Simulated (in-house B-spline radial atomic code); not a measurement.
# V¹⁰⁺: other nuclei and constants

Aim: how the energy and levels of V¹⁰⁺ answer to the model or size of the nucleus and the speed of light.

The numbers are computed with in-house B-spline radial atomic code version 1 (Dirac-Hartree-Fock, average of configuration, Fermi nucleus, basis-set limit), except any that are marked as measured or tabulated.

**1. Starting point**

| Quantity | Value |
| --- | --- |
| element | vanadium (Z = 23) |
| charge | +10 |
| electrons | 13 |
| configuration | [Ne] 3s2 3p1 |
| Hamiltonian | Dirac-Coulomb |
| nucleus | Fermi, rms radius 3.600 fm |

Outer shells as boxes (Hund's rule):

[Ne] 3s2 3p1
```
[Ne] core
3s [↑↓]
3p [↑ ][  ][  ]
```

The boxes draw the filling by Hund's rule, which heavy ions in jj coupling don't follow; these runs average over all states of the configuration.

Settings, as recorded:

```ini
Z = 23
electrons = 13.0
configuration = [Ne] 3s2 3p1
hamiltonian = dirac
method = hf
spin_polarised = False
nucleus = fermi
rms_radius = 3.6002
mass_number = 51
atomic_mass = 50.943957664
speed_of_light = 137.035999084
```

This reference run was done before. Its total energy is -910.133612 hartree (electron-nucleus part -2047.0333, recoil term 0.007929244), and its levels are (the highest eight at most):

| orbital | occupation | energy (eV) | <r> (bohr) |
| --- | --- | --- | --- |
| 1s1/2 | 2 | -5775.72 | 0.06635 |
| 2s1/2 | 2 | -898.99 | 0.3030 |
| 2p1/2 | 2 | -792.84 | 0.2688 |
| 2p3/2 | 4 | -785.48 | 0.2714 |
| 3s1/2 | 2 | -279.91 | 0.8287 |
| 3p1/2 | 0.333333 | -255.13 | 0.8308 |
| 3p3/2 | 0.666667 | -253.87 | 0.8351 |

**2. Gaussian nucleus**

Settings, as recorded:

```ini
Z = 23
electrons = 13.0
configuration = [Ne] 3s2 3p1
hamiltonian = dirac
method = hf
spin_polarised = False
nucleus = gauss
rms_radius = 3.6002
mass_number = 51
atomic_mass = 50.943957664
speed_of_light = 137.035999084
```

**3. Uniform sphere**

Settings: those of step 2 with these lines changed.

```diff
@@ -6,3 +6,3 @@
 spin_polarised = False
-nucleus = gauss
+nucleus = sphere
 rms_radius = 3.6002
```

**4. Nearly point-like nucleus (rms radius 0.01 fm)**

Settings: those of step 3 with these lines changed.

```diff
@@ -6,4 +6,4 @@
 spin_polarised = False
-nucleus = sphere
-rms_radius = 3.6002
+nucleus = gauss
+rms_radius = 0.01
 mass_number = 51
```

**5. Rms radius × 0.98**

Settings: those of step 4 with these lines changed.

```diff
@@ -6,4 +6,4 @@
 spin_polarised = False
-nucleus = gauss
-rms_radius = 0.01
+nucleus = fermi
+rms_radius = 3.5282
 mass_number = 51
```

**6. Rms radius × 1.02**

Settings: those of step 5 with these lines changed.

```diff
@@ -7,3 +7,3 @@
 nucleus = fermi
-rms_radius = 3.5282
+rms_radius = 3.6722
 mass_number = 51
```

**7. Speed of light × 0.95**

Settings, as recorded:

```ini
Z = 23
electrons = 13.0
configuration = [Ne] 3s2 3p1
hamiltonian = dirac
method = hf
spin_polarised = False
nucleus = fermi
rms_radius = 3.6002
mass_number = 51
atomic_mass = 50.943957664
speed_of_light = 130.1841991298
```

Before running: By how much, and in which direction, does each change move the total energy and the levels?

The runs gave:

All values are changes from the reference run; energy changes under 2e-05 eV count as noise.

| change | Δ total energy (eV) | Δ 1s1/2 level (eV) | Δ 3p3/2 level (eV) |
| --- | --- | --- | --- |
| Gaussian nucleus | -3.471e-05 | -1.491e-05 | below noise |
| uniform sphere | +3.119e-05 | +1.339e-05 | below noise |
| nearly point-like nucleus (rms radius 0.01 fm) | -0.06066 | -0.02592 | below noise |
| rms radius × 0.98 | -0.002367 | -0.001016 | below noise |
| rms radius × 1.02 | +0.002413 | +0.001036 | below noise |
| speed of light × 0.95 | -16.01 | -4.366 | -0.0004336 |

What this shows: The largest shift, -16.01 eV, belongs to the run "speed of light × 0.95". A radius 2 % larger raises the energy by 0.00241 eV, and one 2 % smaller lowers it by 0.00237 eV. At a fixed rms radius the shape of the nuclear charge matters less than that: at most 3.5e-05 eV.
